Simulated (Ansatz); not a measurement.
# YZn: the cost of one run

Computed with Ansatz 0.2.0 (DFT r²SCAN, scalar-relativistic, plane waves, PAW, unless a step's input says otherwise).

6 further runs of the same task are left out: 6 set aside as unsound or not needed.

## 1. Starting point

It takes space group Pm-3m (No. 221, cubic). The conventional cell has a = 3.577 Å, b = 3.577 Å, c = 3.577 Å, α = 90.00°, β = 90.00°, γ = 90.00°. Y (site symmetry m-3m) has 8 Zn at 3.10 Å in its first shell of neighbours. Zn (site symmetry m-3m) is surrounded by 8 Y at 3.10 Å.

Structure file:

```cif
data_structure
_symmetry_space_group_name_H-M 'Pm-3m'
_symmetry_Int_Tables_number 221
_cell_length_a 3.5770
_cell_length_b 3.5770
_cell_length_c 3.5770
_cell_angle_alpha 90.000
_cell_angle_beta 90.000
_cell_angle_gamma 90.000
_cell_volume 45.77
loop_
_atom_site_label
_atom_site_type_symbol
_atom_site_symmetry_multiplicity
_atom_site_Wyckoff_symbol
_atom_site_fract_x
_atom_site_fract_y
_atom_site_fract_z
_atom_site_occupancy
Y1 Y 1 a 0.00000 0.00000 0.00000 1
Zn1 Zn 1 b 0.50000 0.50000 0.50000 1
```

The cell is the measured one, not relaxed. At r²SCAN, an earlier run found -0.63 GPa for this cell of 22.884 Å³/atom (10×10×10 mesh), a metal on this mesh.

## 2. Bands on a fine mesh, Fermi surface

input.yaml

```yaml
crystal:
  lattice:
    - [3.57699841, 0.0, 0.0]
    - [0.0, 3.57699841, 0.0]
    - [0.0, 0.0, 3.57699841]
  atoms:
    - { symbol: "Y", position: [0.0, 0.0, 0.0] }
    - { symbol: Zn, position: [0.5, 0.5, 0.5] }
basis:
  ecutwfc: 500
  ecutrho_ratio: 4
kpoints:
  mp_grid: { grid: [10, 10, 10] }
hamiltonian:
  xc: r2scan
scf:
  occupations: { method: gaussian, width: 0.05 }
output:
  forces: true
  stress: true
  eigenvalues: true
  eigenstates:
    nscf_kmesh: { grid: [16, 16, 16] }
    de_dk: true
    e_range: [-2.5, 2.5]
  write_density: true
  write_potential: true
  elf: true
  volumetric_format: npy
```

Run with:

```
$ ansatz run input.yaml --threads 4 --pin off --max-ram 9216MiB --backend cpu --events-out ev --progress --plain --runs-dir out
```

Q: Estimate wall time and peak memory on 4 threads of Arm Neoverse V1, shared host.

About 5.4 s, with a peak of 0.46 GiB.
